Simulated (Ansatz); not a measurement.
# CH₃FSSi: one molecule under many settings, part 2 of 2

Ansatz 0.2.0, Gaussian basis; the settings change from run to run. Earlier steps stand in the parts before.

### 7 PBEsol/cc-pVTZ

Options: charge -1, multiplicity 2, density fitting with def2-universal-jkfit, D3(BJ) with three-body dispersion.

Contents of in.yaml:

```yaml
crystal:
  periodic: [false, false, false]
  atoms:
    - {symbol: F, position_ang: [0.459243, -1.751701, -1.183024]}
    - {symbol: Si, position_ang: [-0.125605, -0.870448, 0.002839]}
    - {symbol: C, position_ang: [0.027273, 0.942771, -0.082401]}
    - {symbol: S, position_ang: [1.140944, 0.180708, 1.242221]}
    - {symbol: H, position_ang: [-1.309847, -1.565610, 0.529756]}
    - {symbol: H, position_ang: [0.598767, 1.394965, -0.887773]}
    - {symbol: H, position_ang: [-0.729574, 1.601314, 0.332683]}
basis:
  gaussian: {orbitals: cc-pVTZ, fitting: {mean_field: def2-universal-jkfit}}
total_charge: -1
magnetization: {spin_polarized: true, initial_magnetization: 1}
hamiltonian: {xc: {name: PBEsol}, dispersion: d3bjatm}
output: {forces: true}
```

The run is started by

```bash
> ansatz run in.yaml --threads 2 --pin off --events-out ev --progress --plain --max-ram 4352MiB
```

The log of the run (excerpt; [...] marks lines left out):

```text
Functional definition: PBEsol
  name "PBEsol"
  cite "Perdew et al., Phys. Rev. Lett. 100, 136406 (2008) doi:10.1103/PhysRevLett.100.136406"
  cite "Perdew, Burke & Ernzerhof, Phys. Rev. Lett. 77, 3865 (1996) doi:10.1103/PhysRevLett.77.3865"
  parent pbesol
[...]
462 factors; integrals over basis functions are off by at most 1.1e0 eV
[...]
mean field -22460.87177180 eV, -825.4218130878 hartree, gradient 6.8e-6 eV, S^2 0.751302; 8 other end points of the search recorded, 0 dependent functions left out
[...]
reference -22460.87181204 eV, -825.4218145669 hartree; 25, 24 occupied and 145, 146 virtual orbitals, 462 factors
Total energy: -22460.93233655 eV, -825.4240388015 hartree
Atom 0 at     0.459243    -1.751701    -1.183024 Å, force     0.834946    -1.564304    -1.437127 eV/Å
Atom 1 at    -0.125605    -0.870448     0.002839 Å, force    -0.549199     1.691831    -0.204540 eV/Å
Atom 2 at     0.027273     0.942771    -0.082401 Å, force    -1.280546     0.619279    -1.254614 eV/Å
Atom 3 at     1.140944     0.180708     1.242221 Å, force     2.130198    -0.895744     2.621188 eV/Å
Atom 4 at    -1.309847    -1.565610     0.529756 Å, force    -0.735369    -0.672370     0.701354 eV/Å
Atom 5 at     0.598767     1.394965    -0.887773 Å, force     0.187483     0.240677    -0.529626 eV/Å
Atom 6 at    -0.729574     1.601314     0.332683 Å, force    -0.587513     0.580630     0.103366 eV/Å
Dipole moment:    -0.069794    -0.327605    -0.135415 e Å
```

It took 12 s on 2 threads of Intel Xeon Platinum 8259CL at 2.50GHz, shared host; peak memory 0.31 GiB.

Largest force 3.494 eV/Å, ⟨S²⟩ 0.751.

### 8 BHLYP/ANO-RCC-VTZP

Set apart from the defaults: density fitting with cc-pVTZ-jkfit, D3(BJ) with three-body dispersion.

in.yaml: that of step 7 with these lines changed.

```diff
@@ -11,6 +11,4 @@
 basis:
-  gaussian: {orbitals: cc-pVTZ, fitting: {mean_field: def2-universal-jkfit}}
-total_charge: -1
-magnetization: {spin_polarized: true, initial_magnetization: 1}
-hamiltonian: {xc: {name: PBEsol}, dispersion: d3bjatm}
+  gaussian: {orbitals: ANO-RCC-VTZP, fitting: {mean_field: cc-pVTZ-jkfit}}
+hamiltonian: {xc: {name: BHLYP}, dispersion: d3bjatm}
 output: {forces: true}
```

The command is unchanged.

The log of the run (excerpt; [...] marks lines left out):

```text
Functional definition: BHLYP
  name "BHLYP"
  cite "Becke, J. Chem. Phys. 98, 1372 (1993) doi:10.1063/1.464304"
  cite "Becke, Phys. Rev. A 38, 3098 (1988) doi:10.1103/PhysRevA.38.3098"
  cite "Lee, Yang & Parr, Phys. Rev. B 37, 785 (1988) doi:10.1103/PhysRevB.37.785"
[...]
490 factors; integrals over basis functions are off by at most 4.3e-1 eV
[...]
mean field -22567.33714446 eV, -829.3343433685 hartree, gradient 3.0e-5 eV, S^2 0.000000; 0 other end points of the search recorded, 0 dependent functions left out
[...]
reference -22567.33733771 eV, -829.3343504704 hartree; 24, 24 occupied and 146, 146 virtual orbitals, 490 factors
Total energy: -22567.58023930 eV, -829.3432769388 hartree
Relativity: scalar
Atom 0 at     0.459243    -1.751701    -1.183024 Å, force    -0.074507     0.152306     0.180833 eV/Å
Atom 1 at    -0.125605    -0.870448     0.002839 Å, force    -0.163449    -0.056929    -0.015955 eV/Å
Atom 2 at     0.027273     0.942771    -0.082401 Å, force    -0.135477     0.193366    -0.216579 eV/Å
Atom 3 at     1.140944     0.180708     1.242221 Å, force     0.055235    -0.059244     0.038347 eV/Å
Atom 4 at    -1.309847    -1.565610     0.529756 Å, force     0.249750     0.137444    -0.123537 eV/Å
Atom 5 at     0.598767     1.394965    -0.887773 Å, force    -0.198190    -0.141468     0.285753 eV/Å
Atom 6 at    -0.729574     1.601314     0.332683 Å, force     0.266637    -0.225474    -0.148861 eV/Å
Dipole moment:    -0.342709     0.118831    -0.053367 e Å
```

Run time: 7.5 s. Hardware: 2 threads of Intel Xeon Platinum 8259CL at 2.50GHz, shared host; peak memory 0.33 GiB.

Largest force 0.380 eV/Å, dipole 1.76 D.

### 9 r2SCAN50/pcseg-2

This run has atoms shaken by 0.08 Å, a grid of angular degree 23, a point charge of 1.00 e beside it, D3(BJ) with three-body dispersion.

Contents of in.yaml:

```yaml
crystal:
  periodic: [false, false, false]
  atoms:
    - {symbol: F, position_ang: [0.372844, -1.762414, -1.229832]}
    - {symbol: Si, position_ang: [-0.211789, -0.918656, -0.048131]}
    - {symbol: C, position_ang: [-0.027259, 0.990152, -0.053595]}
    - {symbol: S, position_ang: [1.140312, 0.247609, 1.179206]}
    - {symbol: H, position_ang: [-1.441475, -1.418780, 0.516712]}
    - {symbol: H, position_ang: [0.478904, 1.394606, -0.952791]}
    - {symbol: H, position_ang: [-0.811849, 1.733760, 0.309547]}
basis:
  gaussian: {orbitals: pcseg-2, final_grid: {core_spheres: 8, valence_spheres: 7, degree: 23}, point_charges: [{charge: 1.00, position_ang: [4.200, 0.573, 0.348]}]}
hamiltonian: {xc: {name: r2SCAN50}, dispersion: d3bjatm}
output: {forces: true}
```

The command is unchanged.

The log of the run (excerpt; [...] marks lines left out):

```text
Functional definition: r2SCAN50
  name "r2SCAN50"
  cite "Bursch, Neugebauer, Ehlert & Grimme, J. Chem. Phys. 156, 134105 (2022) doi:10.1063/5.0086040"
  cite "Furness, Kaplan, Ning, Perdew & Sun, J. Phys. Chem. Lett. 11, 8208 (2020) doi:10.1021/acs.jpclett.0c02405"
  cite "Furness, Kaplan, Ning, Perdew & Sun, J. Phys. Chem. Lett. 11, 9248 (2020) doi:10.1021/acs.jpclett.0c03077"
  parent r2scan
[...]
1125 factors; their error is unknown
[...]
mean field -22515.62831762 eV, -827.4340790314 hartree, gradient 2.6e-5 eV, S^2 0.000000; 0 other end points of the search recorded, 0 dependent functions left out
[...]
reference -22515.62832554 eV, -827.4340793226 hartree; 24, 24 occupied and 146, 146 virtual orbitals, 1125 factors
Total energy: -22515.68233123 eV, -827.4360639951 hartree
Atom 0 at     0.372844    -1.762414    -1.229832 Å, force    -0.102998     0.261685     0.460566 eV/Å
Atom 1 at    -0.211789    -0.918656    -0.048131 Å, force     0.640139     2.921690     0.383892 eV/Å
Atom 2 at    -0.027259     0.990152    -0.053595 Å, force    -0.812886    -0.138308    -1.117427 eV/Å
Atom 3 at     1.140312     0.247609     1.179206 Å, force    -0.213601    -0.646623    -0.713569 eV/Å
Atom 4 at    -1.441475    -1.418780     0.516712 Å, force     0.068503    -0.476973     0.132894 eV/Å
Atom 5 at     0.478904     1.394606    -0.952791 Å, force    -0.337294    -0.316185     0.890892 eV/Å
Atom 6 at    -0.811849     1.733760     0.309547 Å, force     1.367264    -1.526475    -0.213441 eV/Å
Dipole moment:    -0.890968    -0.137891    -0.230659 e Å
```

Wall time 4.1 s (2 threads of Intel Xeon Platinum 8259CL at 2.50GHz, shared host); peak memory 0.38 GiB.

Largest force 3.016 eV/Å, dipole 4.47 D.

### 10 B2GP-PLYP/def2-mTZVP

Options: atoms shaken by 0.15 Å.

Contents of in.yaml:

```yaml
crystal:
  periodic: [false, false, false]
  atoms:
    - {symbol: F, position_ang: [0.774898, -1.742827, -1.227367]}
    - {symbol: Si, position_ang: [-0.147910, -0.830275, -0.125359]}
    - {symbol: C, position_ang: [0.049710, 0.859394, -0.009530]}
    - {symbol: S, position_ang: [1.032939, 0.335247, 1.205022]}
    - {symbol: H, position_ang: [-1.402358, -1.692407, 0.415513]}
    - {symbol: H, position_ang: [0.633086, 1.325108, -0.959267]}
    - {symbol: H, position_ang: [-0.517816, 1.643127, 0.539977]}
basis:
  gaussian: {orbitals: def2-mTZVP}
hamiltonian: {xc: {name: B2GP-PLYP}}
output: {forces: true}
```

Same command.

The log of the run (excerpt; [...] marks lines left out):

```text
Functional definition: B2GP-PLYP
  name "B2GP-PLYP"
  cite "Karton, Tarnopolsky, Lamère, Schatz & Martin, J. Phys. Chem. A 112, 12868 (2008) doi:10.1021/jp801805p"
  cite "Becke, Phys. Rev. A 38, 3098 (1988) doi:10.1103/PhysRevA.38.3098"
  cite "Lee, Yang & Parr, Phys. Rev. B 37, 785 (1988) doi:10.1103/PhysRevB.37.785"
[...]
803 factors; integrals over basis functions are off by at most 1.2e-3 eV
[...]
mean field -22496.76848055 eV, -826.7409928030 hartree, gradient 7.8e-6 eV, S^2 0.000000; 0 other end points of the search recorded, 0 dependent functions left out
12 core orbitals not correlated: weight in the atoms' cores, before any rotation towards them, 1.000 or more for the frozen orbitals, at most 0.000 for the correlated occupied ones
reference -22496.76859371 eV, -826.7409969614 hartree; 12, 12 occupied and 67, 67 virtual orbitals, 803 factors
second order -17.54218160 eV of doubles, -0.00000000 eV of singles
[...]
Total energy: -22503.08377909 eV, -826.9730757434 hartree
Atom 0 at     0.774898    -1.742827    -1.227367 Å, force    -1.804382     1.631664     1.498895 eV/Å
Atom 1 at    -0.147910    -0.830275    -0.125359 Å, force    -0.043633    -5.615863     0.471281 eV/Å
Atom 2 at     0.049710     0.859394    -0.009530 Å, force    -1.543457     7.953413    -5.305327 eV/Å
Atom 3 at     1.032939     0.335247     1.205022 Å, force     4.028953    -3.891169     4.219475 eV/Å
Atom 4 at    -1.402358    -1.692407     0.415513 Å, force     1.782504     1.140013    -0.915834 eV/Å
Atom 5 at     0.633086     1.325108    -0.959267 Å, force    -1.516579    -0.702595     2.035714 eV/Å
Atom 6 at    -0.517816     1.643127     0.539977 Å, force    -0.903406    -0.515463    -2.004204 eV/Å
Dipole moment:    -0.510129     0.176760    -0.103648 e Å
```

Wall time 4.6 s (2 threads of Intel Xeon Platinum 8259CL at 2.50GHz, shared host).

Largest force 9.684 eV/Å, dipole 2.64 D.

### 11 The runs in one table

```csv
level,charge,multiplicity,geometry,functions,energy (eV),time
BLYP/STO-3G,0,1,relaxed,31,-22248.312,0.55 s
rPW86-PBE/pcseg-2,0,1,relaxed,170,-22544.749,7.5 s
HSE06/def2-SVP,0,1,relaxed,79,-22496.943,1.5 s
wB97M-V/ANO-RCC-VTZP,1,2,shaken,170,-22556.445,7.3 min
wB97X-V/x2c-TZVPPall,0,1,shaken,188,-22563.915,46 s
PBEsol/cc-pVTZ,-1,2,relaxed,170,-22460.932,12 s
BHLYP/ANO-RCC-VTZP,0,1,relaxed,170,-22567.580,7.5 s
r2SCAN50/pcseg-2,0,1,"shaken, point charge",170,-22515.682,4.1 s
B2GP-PLYP/def2-mTZVP,0,1,shaken,91,-22503.084,4.6 s
```

### 12 What came out

The summary covers parts 1 to 2.

```
                                         quantity                          value
                                             runs                              9
                                         quickest            BLYP/STO-3G, 0.55 s
                                          slowest  wB97M-V/ANO-RCC-VTZP, 7.3 min
spread of total energies, same state and geometry                       319.3 eV
                  dipole, same state and geometry                 1.67 to 1.76 D
```

What this shows: Run time spans a factor of 798, from BLYP/STO-3G to wB97M-V/ANO-RCC-VTZP. The jobs differ in tasks and options as well as level. The totals spread over 319 eV; they can't be compared across methods or bases. Some of these runs are scalar-relativistic and others not, which shifts the totals of all-electron atoms past neon by eV; core potentials, where a basis has them, take the core out of the total altogether. At the PBE0-D4/def2-TZVP geometry and in the same state, runs without warnings or point charges leave forces up to 0.84 eV/Å (rPW86-PBE/pcseg-2), against 9.7 eV/Å where the atoms were moved.
